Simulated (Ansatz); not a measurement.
# TlWCl6: the cost of one run

Program: Ansatz 0.2.0. Level of theory: DFT PBE, scalar-relativistic, plane waves, PAW. These are calculated values, not measurements.

### 1 The structure to begin with

Symmetry: P-1, No. 2, triclinic system. The conventional cell has a = 6.826 Å, b = 6.826 Å, c = 7.414 Å, α = 62.78°, β = 62.62°, γ = 60.21°. Tl (site symmetry -1) has 6 Cl at 3.30 Å as nearest neighbours. W (site symmetry -1) is surrounded by 6 Cl at 2.34 Å. Around Cl (site symmetry 1) lie 1 W at 2.34 Å and 1 Tl at 3.30 Å.

Cell or atoms stand a little off a more symmetric structure (R-3 at a tolerance of 0.3 Å), so results at this geometry aren't those of that ideal crystal.

As a file:

```
Tl W Cl
1.0
     6.82582    0.02831    0.02520
     3.36649    5.93753   -0.00148
     3.35986    2.01653    6.29417
Tl W Cl
1 1 6
Cartesian
  0.0000 0.0000 0.0000
  6.7761 3.9912 3.1589
  5.5290 5.4544 4.5004
  8.0232 2.5279 1.8175
  8.6586 4.3406 4.5112
  4.8936 3.6417 1.8067
  6.1307 2.1871 4.5099
  7.4215 5.7953 1.8080
```

It is the end of an earlier relaxation with the same method, from a generated guess; it is a trial structure. At a tolerance of 0.05 Å it has space group R-3 (No. 148); it has 31.77 Å³/atom, an uncorrected energy of -0.96 eV/atom over the elements.

### 2 Electronic structure at the relaxed geometry

input.yaml

```yaml
crystal:
  lattice:
    - [6.8258190438, 0.02830839, 0.0251969826]
    - [3.3664881708, 5.9375269379, -0.0014792251]
    - [3.3598643401, 2.0165341923, 6.2941722538]
  atoms:
    - { symbol: Tl, position: [0.0, 0.0, 0.0] }
    - { symbol: W, position: [0.5, 0.5, 0.5], spin: 0.63 }
    - { symbol: Cl, position: [0.1251668389, 0.6753209176, 0.7146672211] }
    - { symbol: Cl, position: [0.8748331611, 0.3246790824, 0.2853327789] }
    - { symbol: Cl, position: [0.6776487206, 0.4852816753, 0.714131141] }
    - { symbol: Cl, position: [0.3223512794, 0.5147183247, 0.285868859] }
    - { symbol: Cl, position: [0.4855771689, 0.1233386604, 0.7146041149] }
    - { symbol: Cl, position: [0.5144228311, 0.8766613396, 0.2853958851] }
basis:
  ecutwfc: 420
kpoints:
  mp_grid: { grid: [8, 8, 6] }
  band_path:
    path:
      - [[0.0, 0.0, 0.0], [0.0, 0.0, 0.5]]
      - [[0.5, 0.0, 0.0], [0.0, 0.0, 0.0], [0.0, 0.5, 0.0]]
      - [[0.5, 0.5, 0.5], [0.0, 0.0, 0.0], [0.5, 0.5, 0.0]]
      - [[0.0, 0.5, 0.5], [0.0, 0.0, 0.0], [0.5, 0.0, 0.5]]
    npoints: 14
hamiltonian:
  xc: pbe
scf:
  occupations: { method: gaussian, width: 0.1 }
  n_extra_bands: 20
output:
  forces: true
  stress: true
  eigenvalues: true
  populations: true
  dos: { projected: true, de: 0.02, nscf_kmesh: { grid: [10, 10, 8] } }
  bader: true
magnetization:
  spin_polarized: true
checkpoint:
  read: start.run
  write: ck
  compress: false
  write_wavefunctions: false
  write_every: 100000
```

Launch:

```sh
ansatz run input.yaml --threads 4 --pin off --max-ram 8192MiB --backend cpu --events-out ev --progress --plain --runs-dir out
```

**Question.** How long does this run take on 4 threads of Intel Xeon 6975P-C (Granite Rapids), shared host, and how much memory does it need?

About 2.1 min, with a peak of 4.4 GiB.
